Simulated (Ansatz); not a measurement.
**CHFNOSi radical: a spread of methods and bases**

Aim: run CHFNOSi radical under a spread of inputs, and see what each costs and gives.

Program: Ansatz 0.2.0, Gaussian basis. Level of theory: the settings change from run to run. These are calculated values, not measurements.

### Step 1. The molecule

The geometry comes from an earlier relaxation with PBE0-D4 in a triple-zeta def2 set; it is a stationary point.

6 atoms, charge 0, spin multiplicity 2.

Atoms are counted from 1 here; the program's logs count them from 0.

Bond lengths: O1–C2 1.161 Å, C2–N3 1.199 Å, N3–Si4 1.701 Å, Si4–F5 1.596 Å, Si4–H6 1.487 Å. Angles: O1–C2–N3 177.8°, C2–N3–Si4 156.1°, N3–Si4–F5 108.3°, N3–Si4–H6 108.0°, F5–Si4–H6 107.6°.

Geometry (Å):

| atom | x (Å) | y (Å) | z (Å) |
| --- | --- | --- | --- |
| O1 | -1.4932 | 1.2273 | 1.9991 |
| C2 | -0.9068 | 0.7544 | 1.1154 |
| N3 | -0.3040 | 0.3063 | 0.1808 |
| Si4 | 0.4395 | -0.9039 | -0.7553 |
| F5 | 1.9956 | -0.9257 | -0.3996 |
| H6 | 0.3109 | -0.5224 | -2.1867 |

### Step 2. PBE/aug-cc-pVDZ

Options: D3(BJ) dispersion.

in.yaml

```yaml
crystal:
  periodic: [false, false, false]
  atoms:
    - {symbol: O, position_ang: [-1.493158, 1.227263, 1.999140]}
    - {symbol: C, position_ang: [-0.906843, 0.754442, 1.115394]}
    - {symbol: N, position_ang: [-0.304021, 0.306303, 0.180835]}
    - {symbol: Si, position_ang: [0.439488, -0.903908, -0.755252]}
    - {symbol: F, position_ang: [1.995619, -0.925749, -0.399577]}
    - {symbol: H, position_ang: [0.310916, -0.522351, -2.186741]}
basis:
  gaussian: {orbitals: aug-cc-pVDZ}
magnetization: {spin_polarized: true, initial_magnetization: 1}
hamiltonian: {xc: {name: PBE}, dispersion: d3bj}
```

The run is started by

```bash
ansatz run in.yaml --threads 4 --pin off --events-out ev --progress --plain --max-ram 10444MiB
```

What it wrote:

```text
Functional definition: PBE
  name "PBE"
  cite "Perdew, Burke & Ernzerhof, Phys. Rev. Lett. 77, 3865 (1996) doi:10.1103/PhysRevLett.77.3865"
  parent pbe
  parameter kappa = 0.804
  parameter beta = 0.06672455060314922
  exchange = pbe_x(kappa = kappa, mu = beta*pi^2/3)
  correlation = pbe_c(beta = beta)
1190 factors; their error is unknown
mean field evaluation 1: about -15164.8375 eV, gradient 5.1e1 eV
mean field evaluation 2: about -15122.9520 eV, gradient 1.0e2 eV
mean field evaluation 4: about -15174.1231 eV, gradient 1.5e1 eV
mean field evaluation 8: about -15175.1125 eV, gradient 3.5e-1 eV
mean field evaluation 16: about -15175.0601 eV, gradient 1.7e-4 eV
mean field -15175.06009990 eV, -557.6731726461 hartree, gradient 4.8e-5 eV, S^2 0.751757; 0 other end points of the search recorded, 0 dependent functions left out
reference -15175.06017429 eV, -557.6731753799 hartree; 23, 22 occupied and 105, 106 virtual orbitals, 1190 factors
Total energy: -15175.17549498 eV, -557.6774133371 hartree
```

It took 1.6 s on 4 threads of Arm Neoverse V2, shared host.

⟨S²⟩ 0.752.

### Step 3. PBE0/def2-TZVPP

Set apart from the defaults: multiplicity 4, D3(BJ) with three-body dispersion.

Changes to in.yaml since step 2:

```diff
@@ -10,4 +10,4 @@
 basis:
-  gaussian: {orbitals: aug-cc-pVDZ}
-magnetization: {spin_polarized: true, initial_magnetization: 1}
-hamiltonian: {xc: {name: PBE}, dispersion: d3bj}
+  gaussian: {orbitals: def2-TZVPP}
+magnetization: {spin_polarized: true, initial_magnetization: 3}
+hamiltonian: {xc: {name: PBE0}, dispersion: d3bjatm}
```

Launched as before.

What it wrote:

```text
Functional definition: PBE0
  name "PBE0"
  cite "Adamo & Barone, J. Chem. Phys. 110, 6158 (1999) doi:10.1063/1.478522"
  cite "Perdew, Burke & Ernzerhof, Phys. Rev. Lett. 77, 3865 (1996) doi:10.1103/PhysRevLett.77.3865"
  parent pbe
  parameter a = 0.25
  parameter kappa = 0.804
  parameter beta = 0.06672455060314922
  exchange = (1 - a)*pbe_x(kappa = kappa, mu = beta*pi^2/3) + a*exact_x
  correlation = pbe_c(beta = beta)
992 factors; their error is unknown
mean field evaluation 1: about -15165.9305 eV, gradient 3.8e1 eV
mean field evaluation 2: about -15154.4968 eV, gradient 6.0e1 eV
mean field evaluation 4: about -15171.4102 eV, gradient 8.9e0 eV
mean field evaluation 8: about -15171.7948 eV, gradient 2.3e-1 eV
mean field evaluation 16: about -15171.8402 eV, gradient 1.9e-2 eV
mean field evaluation 32: about -15171.8403 eV, gradient 3.3e-5 eV
mean field -15171.84031805 eV, -557.5548478457 hartree, gradient 8.1e-6 eV, S^2 3.758150; 4 other end points of the search recorded, 0 dependent functions left out
reference -15171.84034920 eV, -557.5548489903 hartree; 24, 21 occupied and 156, 159 virtual orbitals, 992 factors
Total energy: -15171.94209899 eV, -557.5585882261 hartree
```

Wall time 7 s (4 threads of Arm Neoverse V2, shared host); peak memory 0.65 GiB.

⟨S²⟩ 3.758.

### Step 4. PBE0-DH/x2c-TZVPPall

Options: atoms shaken by 0.15 Å, density fitting with def2-universal-jkfit.

in.yaml

```yaml
crystal:
  periodic: [false, false, false]
  atoms:
    - {symbol: O, position_ang: [-1.549024, 1.285724, 1.932981]}
    - {symbol: C, position_ang: [-1.179226, 0.780513, 1.382055]}
    - {symbol: N, position_ang: [-0.487522, 0.231909, 0.209709]}
    - {symbol: Si, position_ang: [0.699103, -1.026211, -0.880469]}
    - {symbol: F, position_ang: [2.041820, -1.039491, -0.049443]}
    - {symbol: H, position_ang: [0.152480, -0.744665, -2.307231]}
basis:
  gaussian: {orbitals: x2c-TZVPPall, fitting: {mean_field: def2-universal-jkfit}}
magnetization: {spin_polarized: true, initial_magnetization: 1}
hamiltonian: {xc: {name: PBE0-DH}}
```

Same command.

What it wrote (excerpt; [...] marks lines left out):

```text
Functional definition: PBE0-DH
  name "PBE0-DH"
  cite "Brémond & Adamo, J. Chem. Phys. 135, 024106 (2011) doi:10.1063/1.3604569"
  cite "Perdew, Burke & Ernzerhof, Phys. Rev. Lett. 77, 3865 (1996) doi:10.1103/PhysRevLett.77.3865"
[...]
452 factors; integrals over basis functions are off by at most 1.7e0 eV
[...]
mean field -15179.66076220 eV, -557.8422438671 hartree, gradient 6.5e-6 eV, S^2 0.756223; 1 other end points of the search recorded, 0 dependent functions left out
9 core orbitals not correlated: weight in the atoms' cores, before any rotation towards them, 1.000 or more for the frozen orbitals, at most 0.000 for the correlated occupied ones
reference -15179.66078002 eV, -557.8422445220 hartree; 14, 13 occupied and 157, 158 virtual orbitals, 452 factors
second order -29.15493857 eV of doubles, -0.00000000 eV of singles
Total energy: -15183.30514734 eV, -557.9761725508 hartree
Relativity: scalar
```

Wall time 3 s (4 threads of Arm Neoverse V2, shared host).

⟨S²⟩ 0.756.

### Step 5. PBE/def2-mTZVP

in.yaml

```yaml
crystal:
  periodic: [false, false, false]
  atoms:
    - {symbol: O, position_ang: [-1.493158, 1.227263, 1.999140]}
    - {symbol: C, position_ang: [-0.906843, 0.754442, 1.115394]}
    - {symbol: N, position_ang: [-0.304021, 0.306303, 0.180835]}
    - {symbol: Si, position_ang: [0.439488, -0.903908, -0.755252]}
    - {symbol: F, position_ang: [1.995619, -0.925749, -0.399577]}
    - {symbol: H, position_ang: [0.310916, -0.522351, -2.186741]}
basis:
  gaussian: {orbitals: def2-mTZVP}
magnetization: {spin_polarized: true, initial_magnetization: 1}
hamiltonian: {xc: {name: PBE}}
output: {forces: true}
```

Same command.

What it wrote (excerpt; [...] marks lines left out):

```text
Functional definition: PBE
  name "PBE"
  cite "Perdew, Burke & Ernzerhof, Phys. Rev. Lett. 77, 3865 (1996) doi:10.1103/PhysRevLett.77.3865"
  parent pbe
[...]
875 factors; their error is unknown
[...]
mean field -15177.23889598 eV, -557.7532419253 hartree, gradient 5.8e-5 eV, S^2 0.751357; 0 other end points of the search recorded, 0 dependent functions left out
[...]
reference -15177.23893254 eV, -557.7532432688 hartree; 23, 22 occupied and 83, 84 virtual orbitals, 875 factors
Total energy: -15177.23893254 eV, -557.7532432688 hartree
Atom 0 at    -1.493158     1.227263     1.999140 Å, force    -0.964315     0.769559     1.452908 eV/Å
Atom 1 at    -0.906843     0.754442     1.115394 Å, force     0.278640    -0.211769    -0.394454 eV/Å
Atom 2 at    -0.304021     0.306303     0.180835 Å, force     0.392924    -0.171615    -0.754588 eV/Å
Atom 3 at     0.439488    -0.903908    -0.755252 Å, force    -0.664116    -0.412518    -0.307370 eV/Å
Atom 4 at     1.995619    -0.925749    -0.399577 Å, force     0.993679    -0.044697     0.210939 eV/Å
Atom 5 at     0.310916    -0.522351    -2.186741 Å, force    -0.036813     0.071040    -0.207435 eV/Å
Dipole moment:    -0.117771    -0.178294    -0.227534 e Å
```

Run time: 1.1 s. Hardware: 4 threads of Arm Neoverse V2, shared host.

Largest force 1.906 eV/Å, dipole 1.50 D, ⟨S²⟩ 0.751.

### Step 6. wB97M-V/ANO-RCC-VTZP

This run has restricted open-shell orbitals.

Changes to in.yaml since step 5:

```diff
@@ -10,5 +10,5 @@
 basis:
-  gaussian: {orbitals: def2-mTZVP}
-magnetization: {spin_polarized: true, initial_magnetization: 1}
-hamiltonian: {xc: {name: PBE}}
+  gaussian: {orbitals: ANO-RCC-VTZP}
+magnetization: {spin_polarized: false, initial_magnetization: 1}
+hamiltonian: {xc: {name: wB97M-V}}
 output: {forces: true}
```

Same command.

What it wrote (excerpt; [...] marks lines left out):

```text
Functional definition: wB97M-V
  name "wB97M-V"
  cite "Mardirossian & Head-Gordon, J. Chem. Phys. 144, 214110 (2016) doi:10.1063/1.4952647"
  cite "Becke, J. Chem. Phys. 107, 8554 (1997) doi:10.1063/1.475007"
  cite "Vydrov & Van Voorhis, J. Chem. Phys. 133, 244103 (2010) doi:10.1063/1.3521275"
  # Of w^i u^j: cxij and so on, Table III.
[...]
  gx(w, u) = 1 - cx + cx01*u + cx10*w
  gss(w, u) = css00 + css04*u^4 + css10*w + css20*w^2 + css43*w^4*u^3
  gos(w, u) = cos00 + cos10*w + (cos20 + cos21*u)*w^2 + (cos60 + cos61*u)*w^6
[...]
      + integral(e_c_pw_mod_opposite_spin*gos(b97_w_opposite, b97_u_opposite)) + vv10(b, c)
1257 factors; their error is unknown
281 factors; integrals over basis functions are off by at most 1.0e-5 eV
[...]
mean field -15208.61973977 eV, -558.9064666638 hartree, gradient 3.4e-5 eV, S^2 0.750000; 0 other end points of the search recorded, 0 dependent functions left out
[...]
reference -15208.61981383 eV, -558.9064693854 hartree; 23, 22 occupied and 145, 146 virtual orbitals, 1257 factors
Total energy: -15208.61981383 eV, -558.9064693854 hartree
Relativity: scalar
Atom 0 at    -1.493158     1.227263     1.999140 Å, force    -0.020929     0.013016     0.034179 eV/Å
Atom 1 at    -0.906843     0.754442     1.115394 Å, force     0.012992    -0.025705    -0.015429 eV/Å
Atom 2 at    -0.304021     0.306303     0.180835 Å, force    -0.066012     0.210798     0.094849 eV/Å
Atom 3 at     0.439488    -0.903908    -0.755252 Å, force    -0.375103    -0.218827    -0.330356 eV/Å
Atom 4 at     1.995619    -0.925749    -0.399577 Å, force     0.423600     0.028167     0.096616 eV/Å
Atom 5 at     0.310916    -0.522351    -2.186741 Å, force     0.025452    -0.007449     0.120141 eV/Å
Dipole moment:    -0.095916    -0.166545    -0.252654 e Å
```

Run time: 14 s. Hardware: 4 threads of Arm Neoverse V2, shared host; peak memory 0.84 GiB.

Largest force 0.546 eV/Å, dipole 1.52 D.

### Step 7. PBE-QIDH/6-31G*

Changes to in.yaml since step 6:

```diff
@@ -10,5 +10,5 @@
 basis:
-  gaussian: {orbitals: ANO-RCC-VTZP}
-magnetization: {spin_polarized: false, initial_magnetization: 1}
-hamiltonian: {xc: {name: wB97M-V}}
+  gaussian: {orbitals: "6-31G*"}
+magnetization: {spin_polarized: true, initial_magnetization: 1}
+hamiltonian: {xc: {name: PBE-QIDH}}
 output: {forces: true}
```

Launched as before.

What it wrote (excerpt; [...] marks lines left out):

```text
Functional definition: PBE-QIDH
  name "PBE-QIDH"
  cite "Brémond, Sancho-García, Pérez-Jiménez & Adamo, J. Chem. Phys. 141, 031101 (2014) doi:10.1063/1.4890314"
  cite "Perdew, Burke & Ernzerhof, Phys. Rev. Lett. 77, 3865 (1996) doi:10.1103/PhysRevLett.77.3865"
[...]
732 factors; integrals over basis functions are off by at most 9.4e-4 eV
[...]
mean field -15161.61014207 eV, -557.1788958128 hartree, gradient 6.3e-6 eV, S^2 0.753202; 0 other end points of the search recorded, 0 dependent functions left out
9 core orbitals not correlated: weight in the atoms' cores, before any rotation towards them, 1.000 or more for the frozen orbitals, at most 0.000 for the correlated occupied ones
reference -15161.61015129 eV, -557.1788961513 hartree; 14, 13 occupied and 58, 59 virtual orbitals, 732 factors
second order -21.44617009 eV of doubles, -0.00000000 eV of singles
[...]
Total energy: -15168.75887465 eV, -557.4416068892 hartree
Atom 0 at    -1.493158     1.227263     1.999140 Å, force    -0.488828     0.401036     0.726417 eV/Å
Atom 1 at    -0.906843     0.754442     1.115394 Å, force     0.247735    -0.179178    -0.338892 eV/Å
Atom 2 at    -0.304021     0.306303     0.180835 Å, force     0.095569    -0.092836    -0.252863 eV/Å
Atom 3 at     0.439488    -0.903908    -0.755252 Å, force    -0.035766    -0.033946    -0.348862 eV/Å
Atom 4 at     1.995619    -0.925749    -0.399577 Å, force     0.235027    -0.052438     0.091506 eV/Å
Atom 5 at     0.310916    -0.522351    -2.186741 Å, force    -0.053738    -0.042638     0.122693 eV/Å
Dipole moment:    -0.112425    -0.219416    -0.246399 e Å
```

Wall time 3.2 s (4 threads of Arm Neoverse V2, shared host).

Largest force 0.963 eV/Å, dipole 1.67 D, ⟨S²⟩ 0.753.

### Step 8. r2SCAN0/6-31++G**

Options: D3(BJ) with three-body dispersion, high accuracy.

Changes to in.yaml since step 7:

```diff
@@ -10,5 +10,6 @@
 basis:
-  gaussian: {orbitals: "6-31G*"}
+  gaussian: {orbitals: "6-31++G**"}
 magnetization: {spin_polarized: true, initial_magnetization: 1}
-hamiltonian: {xc: {name: PBE-QIDH}}
+hamiltonian: {xc: {name: r2SCAN0}, dispersion: d3bjatm}
+accuracy: high
 output: {forces: true}
```

The command is unchanged.

What it wrote (excerpt; [...] marks lines left out):

```text
Functional definition: r2SCAN0
  name "r2SCAN0"
  cite "Bursch, Neugebauer, Ehlert & Grimme, J. Chem. Phys. 156, 134105 (2022) doi:10.1063/5.0086040"
  cite "Furness, Kaplan, Ning, Perdew & Sun, J. Phys. Chem. Lett. 11, 8208 (2020) doi:10.1021/acs.jpclett.0c02405"
  cite "Furness, Kaplan, Ning, Perdew & Sun, J. Phys. Chem. Lett. 11, 9248 (2020) doi:10.1021/acs.jpclett.0c03077"
  parent r2scan
[...]
1989 factors; integrals over basis functions are off by at most 3.4e-9 eV
[...]
mean field -15180.27973441 eV, -557.8649906765 hartree, gradient 7.4e-8 eV, S^2 0.752776; 0 other end points of the search recorded, 0 dependent functions left out
[...]
reference -15180.27974383 eV, -557.8649910225 hartree; 23, 22 occupied and 82, 83 virtual orbitals, 1989 factors
Total energy: -15180.31683205 eV, -557.8663539897 hartree
Atom 0 at    -1.493158     1.227263     1.999140 Å, force    -0.254754     0.198082     0.381068 eV/Å
Atom 1 at    -0.906843     0.754442     1.115394 Å, force     0.140506    -0.021611    -0.226755 eV/Å
Atom 2 at    -0.304021     0.306303     0.180835 Å, force     0.026191    -0.104953    -0.014408 eV/Å
Atom 3 at     0.439488    -0.903908    -0.755252 Å, force    -0.409919    -0.016272    -0.395005 eV/Å
Atom 4 at     1.995619    -0.925749    -0.399577 Å, force     0.499435    -0.012522     0.129789 eV/Å
Atom 5 at     0.310916    -0.522351    -2.186741 Å, force    -0.001458    -0.042723     0.125310 eV/Å
Dipole moment:    -0.121055    -0.212646    -0.271476 e Å
```

Run time: 10 s. Hardware: 4 threads of Arm Neoverse V2, shared host; peak memory 0.69 GiB.

Largest force 0.569 eV/Å, dipole 1.76 D, ⟨S²⟩ 0.753.

### Step 9. wB97M-V/aug-cc-pVTZ

This run has density fitting with cc-pVTZ-jkfit.

Changes to in.yaml since step 8:

```diff
@@ -10,6 +10,5 @@
 basis:
-  gaussian: {orbitals: "6-31++G**"}
+  gaussian: {orbitals: aug-cc-pVTZ, fitting: {mean_field: cc-pVTZ-jkfit}}
 magnetization: {spin_polarized: true, initial_magnetization: 1}
-hamiltonian: {xc: {name: r2SCAN0}, dispersion: d3bjatm}
-accuracy: high
+hamiltonian: {xc: {name: wB97M-V}}
 output: {forces: true}
```

The command is unchanged.

What it wrote (excerpt; [...] marks lines left out):

```text
Functional definition: wB97M-V
  name "wB97M-V"
  cite "Mardirossian & Head-Gordon, J. Chem. Phys. 144, 214110 (2016) doi:10.1063/1.4952647"
  cite "Becke, J. Chem. Phys. 107, 8554 (1997) doi:10.1063/1.475007"
  cite "Vydrov & Van Voorhis, J. Chem. Phys. 133, 244103 (2010) doi:10.1063/1.3521275"
  # Of w^i u^j: cxij and so on, Table III.
[...]
  gx(w, u) = 1 - cx + cx01*u + cx10*w
  gss(w, u) = css00 + css04*u^4 + css10*w + css20*w^2 + css43*w^4*u^3
  gos(w, u) = cos00 + cos10*w + (cos20 + cos21*u)*w^2 + (cos60 + cos61*u)*w^6
[...]
      + integral(e_c_pw_mod_opposite_spin*gos(b97_w_opposite, b97_u_opposite)) + vv10(b, c)
467 factors; integrals over basis functions are off by at most 8.4e-1 eV
467 factors; integrals over basis functions are off by at most 6.3e-3 eV
[...]
mean field -15186.69684041 eV, -558.1008149721 hartree, gradient 8.1e-5 eV, S^2 0.751755; 0 other end points of the search recorded, 0 dependent functions left out
[...]
reference -15186.69691947 eV, -558.1008178778 hartree; 23, 22 occupied and 234, 235 virtual orbitals, 467 factors
Total energy: -15186.69691947 eV, -558.1008178778 hartree
Atom 0 at    -1.493158     1.227263     1.999140 Å, force    -0.095578     0.070985     0.147539 eV/Å
Atom 1 at    -0.906843     0.754442     1.115394 Å, force     0.039694    -0.037498    -0.059494 eV/Å
Atom 2 at    -0.304021     0.306303     0.180835 Å, force    -0.055578     0.211097     0.078749 eV/Å
Atom 3 at     0.439488    -0.903908    -0.755252 Å, force    -0.390857    -0.266229    -0.341539 eV/Å
Atom 4 at     1.995619    -0.925749    -0.399577 Å, force     0.487361     0.021589     0.116912 eV/Å
Atom 5 at     0.310916    -0.522351    -2.186741 Å, force     0.014958     0.000055     0.057833 eV/Å
Dipole moment:    -0.094300    -0.166760    -0.253654 e Å
```

Wall time 13 s (4 threads of Arm Neoverse V2, shared host); peak memory 0.89 GiB.

Largest force 0.583 eV/Å, dipole 1.53 D, ⟨S²⟩ 0.752.

### Step 10. r2SCAN0/def2-SVPD

This run has restricted open-shell orbitals, D3(BJ) dispersion, high accuracy.

Changes to in.yaml since step 9:

```diff
@@ -10,5 +10,6 @@
 basis:
-  gaussian: {orbitals: aug-cc-pVTZ, fitting: {mean_field: cc-pVTZ-jkfit}}
-magnetization: {spin_polarized: true, initial_magnetization: 1}
-hamiltonian: {xc: {name: wB97M-V}}
+  gaussian: {orbitals: def2-SVPD}
+magnetization: {spin_polarized: false, initial_magnetization: 1}
+hamiltonian: {xc: {name: r2SCAN0}, dispersion: d3bj}
+accuracy: high
 output: {forces: true}
```

Launched as before.

What it wrote (excerpt; [...] marks lines left out):

```text
Warning: the engine holds no damping parameters fitted to this dispersion correction and functional, so the run takes those fitted to r2scan0 beside the three-body term, which d3bj leaves out (hamiltonian.dispersion, under Limitations)
Functional definition: r2SCAN0
  name "r2SCAN0"
  cite "Bursch, Neugebauer, Ehlert & Grimme, J. Chem. Phys. 156, 134105 (2022) doi:10.1063/5.0086040"
  cite "Furness, Kaplan, Ning, Perdew & Sun, J. Phys. Chem. Lett. 11, 8208 (2020) doi:10.1021/acs.jpclett.0c02405"
  cite "Furness, Kaplan, Ning, Perdew & Sun, J. Phys. Chem. Lett. 11, 9248 (2020) doi:10.1021/acs.jpclett.0c03077"
  parent r2scan
[...]
2272 factors; integrals over basis functions are off by at most 3.5e-9 eV
[...]
mean field -15172.76485597 eV, -557.5888239876 hartree, gradient 3.2e-8 eV, S^2 0.750000; 0 other end points of the search recorded, 0 dependent functions left out
[...]
reference -15172.76486088 eV, -557.5888241678 hartree; 23, 22 occupied and 95, 96 virtual orbitals, 2272 factors
Total energy: -15172.80192693 eV, -557.5901863202 hartree
Atom 0 at    -1.493158     1.227263     1.999140 Å, force     0.109034    -0.089144    -0.162999 eV/Å
Atom 1 at    -0.906843     0.754442     1.115394 Å, force    -0.173910     0.175598     0.243832 eV/Å
Atom 2 at    -0.304021     0.306303     0.180835 Å, force    -0.090779     0.128037     0.150839 eV/Å
Atom 3 at     0.439488    -0.903908    -0.755252 Å, force    -0.896375    -0.159220    -0.507632 eV/Å
Atom 4 at     1.995619    -0.925749    -0.399577 Å, force     1.035324    -0.017757     0.234601 eV/Å
Atom 5 at     0.310916    -0.522351    -2.186741 Å, force     0.016706    -0.037514     0.041360 eV/Å
Dipole moment:    -0.100834    -0.176041    -0.273998 e Å
```

It took 11 s on 4 threads of Arm Neoverse V2, shared host; peak memory 0.72 GiB.

Largest force 1.062 eV/Å, dipole 1.64 D.

### Step 11. All runs side by side

| level | charge | multiplicity | geometry | functions | energy (eV) | time |
| --- | --- | --- | --- | --- | --- | --- |
| PBE/aug-cc-pVDZ | 0 | 2 | relaxed | 128 | -15175.175 | 1.6 s |
| PBE0/def2-TZVPP | 0 | 4 | relaxed | 180 | -15171.942 | 7 s |
| PBE0-DH/x2c-TZVPPall | 0 | 2 | shaken | 180 | -15183.305 | 3 s |
| PBE/def2-mTZVP | 0 | 2 | relaxed | 106 | -15177.239 | 1.1 s |
| wB97M-V/ANO-RCC-VTZP | 0 | 2 | relaxed | 168 | -15208.620 | 14 s |
| PBE-QIDH/6-31G* | 0 | 2 | relaxed | 81 | -15168.759 | 3.2 s |
| r2SCAN0/6-31++G** | 0 | 2 | relaxed | 105 | -15180.317 | 10 s |
| wB97M-V/aug-cc-pVTZ | 0 | 2 | relaxed | 257 | -15186.697 | 13 s |
| r2SCAN0/def2-SVPD | 0 | 2 | relaxed | 118 | -15172.802 | 11 s |

### Step 12. Results

| quantity | value |
| --- | --- |
| runs | 9 |
| quickest | PBE/def2-mTZVP, 1.1 s |
| slowest | wB97M-V/ANO-RCC-VTZP, 14 s |
| spread of total energies, same state and geometry | 39.9 eV |
| dipole, same state and geometry | 1.50 to 1.76 D |

**Reading.** Run time spans a factor of 13, from PBE/def2-mTZVP to wB97M-V/ANO-RCC-VTZP. The jobs differ in tasks and options as well as level. Total energies at one charge and spin differ by 40 eV between levels, so only differences within one level mean anything. Some of these runs are scalar-relativistic and others not, which shifts the totals of all-electron atoms past neon by several eV an atom and more; core potentials, where a basis has them, take the core out of the total altogether. At the PBE0-D4/def2-TZVP geometry and in the same state, the sound runs without point charges leave forces up to 1.91 eV/Å (PBE/def2-mTZVP). At that geometry and state the dipole changes by 17 % between the lowest and highest value.
